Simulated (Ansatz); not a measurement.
# CH₅BClGa: one species, many methods

The task here is to estimate one member of a computed series from the others.

Computed with Ansatz 0.2.0, Gaussian basis. Level: functionals in def2-TZVPP, the program's frozen cores in correlated methods.

Plan: LDA (SPW92), PBE-D4, revPBE-D4, BLYP-D4, r2SCAN-D4, B97M-V, PBE0-D4, B3LYP-D4, r2SCANh-D4, r2SCAN0-D4, HSE06-D4, BHLYP-D4, CAM-B3LYP-D4, LC-ωPBE, ωB97X-V, ωB97M-V, B2PLYP, PBE-QIDH; CCSD(T)/def2-SVP; CCSD(T)/def2-TZVPP; MP2/def2-QZVPP; extrapolation to the limit; RPA on PBE.

### Structure used throughout

An earlier PBE0-D4 in a triple-zeta def2 set relaxation fixed the geometry.

9 atoms, charge 0, spin multiplicity 1.

Atoms are counted from 1 here; the program's logs count them from 0.

Bond lengths: B1–C2 1.482 Å, B1–H5 1.199 Å, B1–H6 1.194 Å, C2–Cl3 1.816 Å, C2–Ga4 2.066 Å, C2–H7 1.083 Å, Ga4–H8 1.556 Å, Ga4–H9 1.552 Å. Angles: C2–B1–H5 116.3°, C2–B1–H6 122.2°, H5–B1–H6 121.2°, B1–C2–Cl3 120.8°, B1–C2–Ga4 96.4°, B1–C2–H7 127.5°, Cl3–C2–Ga4 80.6°, Cl3–C2–H7 108.3°, Ga4–C2–H7 109.1°, C2–Ga4–H8 111.3°, C2–Ga4–H9 119.4°, H8–Ga4–H9 129.2°.

Set-up of the first run:

Input file in.yaml:

```yaml
crystal:
  periodic: [false, false, false]
  atoms:
    - {symbol: B, position_ang: [0.013809, 1.225515, -0.675131]}
    - {symbol: C, position_ang: [0.690062, -0.087981, -0.562002]}
    - {symbol: Cl, position_ang: [1.831597, -0.432769, 0.808215]}
    - {symbol: Ga, position_ang: [-0.639600, -0.917322, 0.784674]}
    - {symbol: H, position_ang: [-0.701064, 1.375939, -1.626035]}
    - {symbol: H, position_ang: [0.089241, 2.055945, 0.179476]}
    - {symbol: H, position_ang: [0.883447, -0.800730, -1.354545]}
    - {symbol: H, position_ang: [-0.787274, -2.450239, 0.562184]}
    - {symbol: H, position_ang: [-1.291719, -0.014760, 1.866168]}
basis:
  gaussian: {orbitals: def2-TZVPP}
hamiltonian: {xc: lda}
output: {orbitals: {seedname: orbitals}}
```

The run is started by

```bash
ansatz run in.yaml --threads 4 --pin off --events-out ev --progress --plain --max-ram 10444MiB
```

Among the steps run: LDA; PBE-D4 (GGA); revPBE-D4 (GGA); BLYP-D4 (GGA); r2SCAN-D4 (meta-GGA); B97M-V (meta-GGA); PBE0-D4 (hybrid); B3LYP-D4 (hybrid); r2SCANh-D4 (hybrid); r2SCAN0-D4 (hybrid); HSE06-D4 (hybrid); BHLYP-D4 (hybrid); CAM-B3LYP-D4 (range-separated); LC-ωPBE (range-separated); ωB97X-V (range-separated); ωB97M-V (range-separated); B2PLYP (double hybrid); PBE-QIDH (double hybrid).

One table of the session follows, with a row left open; its other results are not shown here.

It belongs to the step «Orbital energies across the functionals». 

| functional | HOMO (eV) | gap (eV) |
| --- | --- | --- |
| LDA (SPW92) | ? | ? |
| PBE-D4 | -6.71 | 4.60 |
| revPBE-D4 | -6.64 | 4.64 |
| BLYP-D4 | -6.54 | 4.54 |
| r2SCAN-D4 | -6.92 | 5.09 |
| B97M-V | -7.00 | 5.02 |
| PBE0-D4 | -7.81 | 6.54 |
| B3LYP-D4 | -7.59 | 6.08 |
| r2SCANh-D4 | -7.34 | 5.80 |
| r2SCAN0-D4 | -7.96 | 6.85 |
| HSE06-D4 | -7.42 | 5.77 |
| BHLYP-D4 | -8.78 | 8.33 |
| CAM-B3LYP-D4 | -9.08 | 8.75 |
| LC-ωPBE | -10.42 | 11.22 |
| ωB97X-V | -10.07 | 10.75 |
| ωB97M-V | -9.95 | 10.41 |

Estimate the missing values for LDA (SPW92).

**Answer.** HOMO (eV): -6.88; gap (eV): 4.50. In the column «HOMO (eV)» it lies between r2SCAN-D4 (-6.92) and PBE-D4 (-6.71).
